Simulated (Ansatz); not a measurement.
# BClF2H4Si: the cost of one run

Method: PBE0-D4, def2-SVP first, then def2-TZVP; program: Ansatz 0.2.0, Gaussian basis.

154 further runs of the same task are left out: 2 that didn't finish, 152 set aside as unsound or not needed.

### 1 Where the work starts

The guess: 9 atoms, charge 0, spin multiplicity 1.

Atoms are counted from 1 here; the program's logs count them from 0.

Bond lengths: B1–Cl2 1.887 Å, B1–F3 1.342 Å, B1–F4 1.342 Å, B1–H6 1.309 Å, Si5–H7 1.450 Å, Si5–H8 1.477 Å, Si5–H9 1.450 Å. Angles: Cl2–B1–F3 111.3°, Cl2–B1–F4 111.4°, Cl2–B1–H6 100.5°, F3–B1–F4 115.0°, F3–B1–H6 108.8°, F4–B1–H6 108.8°, H7–Si5–H8 108.9°, H7–Si5–H9 127.2°, H8–Si5–H9 108.9°.

Geometry (Å):

| atom | x (Å) | y (Å) | z (Å) |
| --- | --- | --- | --- |
| B1 | -1.29260 | 0.10740 | -0.54820 |
| Cl2 | 0.10960 | -0.20020 | -1.77320 |
| F3 | -2.14680 | -0.92680 | -0.51410 |
| F4 | -1.86160 | 1.30640 | -0.74770 |
| Si5 | 1.23420 | -0.09260 | 0.61630 |
| H6 | -0.62360 | 0.14000 | 0.57690 |
| H7 | 1.83760 | 1.08110 | 0.01490 |
| H8 | 1.24340 | 0.06500 | 2.08470 |
| H9 | 1.49980 | -1.48030 | 0.29040 |

Distances that are to change: B1–H6 1.31 Å, Cl2–Si5 2.64 Å, B1–Cl2 1.89 Å, Si5–H6 1.87 Å.

### 2 Relaxing the guess with the reacting distances held

hold/in.yaml reads:

```yaml
crystal:
  periodic: [false, false, false]
  atoms:
    - {symbol: B, position_ang: [-1.292600, 0.107400, -0.548200]}
    - {symbol: Cl, position_ang: [0.109600, -0.200200, -1.773200]}
    - {symbol: F, position_ang: [-2.146800, -0.926800, -0.514100]}
    - {symbol: F, position_ang: [-1.861600, 1.306400, -0.747700]}
    - {symbol: Si, position_ang: [1.234200, -0.092600, 0.616300]}
    - {symbol: H, position_ang: [-0.623600, 0.140000, 0.576900]}
    - {symbol: H, position_ang: [1.837600, 1.081100, 0.014900]}
    - {symbol: H, position_ang: [1.243400, 0.065000, 2.084700]}
    - {symbol: H, position_ang: [1.499800, -1.480300, 0.290400]}
basis:
  gaussian: {orbitals: def2-SVP}
hamiltonian: {xc: pbe0, dispersion: d4}
relax: {f_tol: 0.04, max_steps: 150, escape_saddle: false, constraints: [{distance: [0, 5]}, {distance: [1, 4]}, {distance: [0, 1]}, {distance: [4, 5]}]}
```

Started as:

```sh
> ansatz run in.yaml --threads 4 --pin off --events-out ev --progress --plain --max-ram 9574MiB
```

**Question.** How long does this run take on 4 threads of Intel Xeon at 2.50GHz, shared host?

About 18 s.
